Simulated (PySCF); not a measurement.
# CH3ClMgN2: the cost of one run

Computed with PySCF 2.14.0; each step states its level. No surroundings beyond the atoms listed, unless a continuum is named. Atoms count from 0, parts from 1.

## 1. The system as given

8 atoms, charge 0, multiplicity 1; geometry: GFN2-xTB. Parts: 1 = atoms 0–5, `[CH3][Mg][Cl]`, charge 0; 2 = atoms 6–7, `N#N`, charge 0.

## 2. Relaxing the molecule at PBE0-D3(BJ)/def2-SVPD

The job: settings as JSON, then the geometry in Å.

```
{"job": {"xc": "PBE0", "basis": "def2-SVPD", "d3": "d3bj", "grid": 2, "kind": "geom", "shake": 0.01}, "charge": 0, "multiplicity": 1, "parts": [{"atoms": "0-5", "charge": 0, "multiplicity": 1}, {"atoms": "6-7", "charge": 0, "multiplicity": 1}]}
C     -0.259888     0.006522     0.918449
Mg    -0.067543    -0.016069    -1.169866
Cl     0.667224     0.015430    -3.238653
H     -1.298702     0.170198     1.141551
H      0.268240     0.871360     1.302478
H      0.060710    -0.860927     1.410271
N     -1.616702     1.436955    -1.933226
N     -2.492462     1.206015    -2.545720
```

The run is started by

```console
> OMP_NUM_THREADS=1 python cluster_run.py task.json out
```

This one command runs all jobs of the session in turn.

Q: Estimate the wall time and peak memory of this first job on 1 thread of AMD EPYC, shared host.

About 4.4 min, with a peak of 0.59 GiB.
